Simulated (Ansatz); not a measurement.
# InH₂− (singlet): the correlation ladder at distance In1–H3 = 1.886 Å, def2-SVPD

How much of the correlation energy of InH₂− (singlet) does each wave-function method recover here?

Computed with Ansatz 0.2.0, Gaussian basis. Level: def2-SVPD, core rule «outside noble gas», up to 9 orbitals frozen.

The runs, in order: UHF; CCSD(T) on RHF; CCSD(T) on UHF; BCCD(T) on RHF; CISD; CCSDT(Q) on RHF; CCSDT(Q) on UHF; CCSDTQ on RHF; CCSDTQ on UHF; CASSCF and MRCISD+Q, 2 electrons in 2 orbitals; CASSCF and NEVPT2, 2 electrons in 2 orbitals; CASSCF and MRCISD+Q, 6 electrons in 6 orbitals; CASSCF and NEVPT2, 6 electrons in 6 orbitals; Full CI.

**1. The geometry**

The geometry derives from a PBE0/def2-TZVPD stationary point (not a proven minimum). One bond is set to the value named and the two fragments are kept rigid. No spin-orbit coupling is included. Elements past krypton take def2 core potentials.

3 atoms, charge -1, spin multiplicity 1.

Atoms are counted from 1 here; the program's logs count them from 0.

Bond lengths: In1–H2 1.886 Å, In1–H3 1.886 Å. Angles: H2–In1–H3 92.7°.

**2. UHF**

Input file in.yaml:

```yaml
crystal:
  periodic: [false, false, false]
  atoms:
    - {symbol: In, position_ang: [0.000000, -0.022464, 0.000000]}
    - {symbol: H, position_ang: [0.000000, 1.279456, -1.364797]}
    - {symbol: H, position_ang: [0.000000, 1.279454, 1.364798]}
basis:
  gaussian: {orbitals: def2-SVPD}
total_charge: -1
magnetization: {spin_polarized: true, initial_magnetization: 0}
hamiltonian: {xc: hf}
output: {orbitals: {seedname: orbitals}}
```

Launch:

```
$ ansatz run in.yaml --threads 1 --pin off --events-out ev --progress --plain --max-ram 4096MiB --backend cpu
```

After this run come: CCSD(T) on RHF; CCSD(T) on UHF; BCCD(T) on RHF; CISD; CCSDT(Q) on RHF; CCSDT(Q) on UHF; CCSDTQ on RHF; CCSDTQ on UHF; CASSCF and MRCISD+Q, 2 electrons in 2 orbitals; CASSCF and NEVPT2, 2 electrons in 2 orbitals; CASSCF and MRCISD+Q, 6 electrons in 6 orbitals; CASSCF and NEVPT2, 6 electrons in 6 orbitals; Full CI.

Before running them: what should the planned runs give, taken together? Wanted: FCI from the RHF energy; RMP2 from FCI; RCCSD from FCI; RCCSD(T) from FCI; RCCSDT(Q) from FCI; MRCISD+Q pair from FCI; NEVPT2 valence from FCI; MRCISD+Q valence from FCI; T1 diagnostic.

**Answer**, as computed:

| quantity | value |
| --- | --- |
| FCI from the RHF energy | -2.8413 eV |
| RMP2 from FCI | +767.3 meV |
| RCCSD from FCI | +79.4 meV |
| RCCSD(T) from FCI | +20.3 meV |
| RCCSDT(Q) from FCI | +0.6 meV |
| MRCISD+Q pair from FCI | -38.2 meV |
| NEVPT2 valence from FCI | +594.0 meV |
| MRCISD+Q valence from FCI | -8.5 meV |
| levels within 1 kcal/mol (43 meV) | RCCSD(T), BCCD(T), RCCSDT, RCCSDT(Q), RCCSDTQ, MRCISD+Q pair, MRCISD+Q valence |
| T1 diagnostic | 0.016 |
| effectively unpaired electrons | 0.10 |

RCCSD(T) misses by +20.3 meV, 0.7 % of the correlation energy. MRCISD+Q pair, MRCISD+Q valence fall below full CI: the +Q correction isn't variational, and the cores differ from full CI's. One determinant dominates. Of the multireference levels listed MRCISD+Q valence comes nearest in total energy (-8.5 meV), which doesn't show that its space is the better one. These misses are within one basis, not against nature.
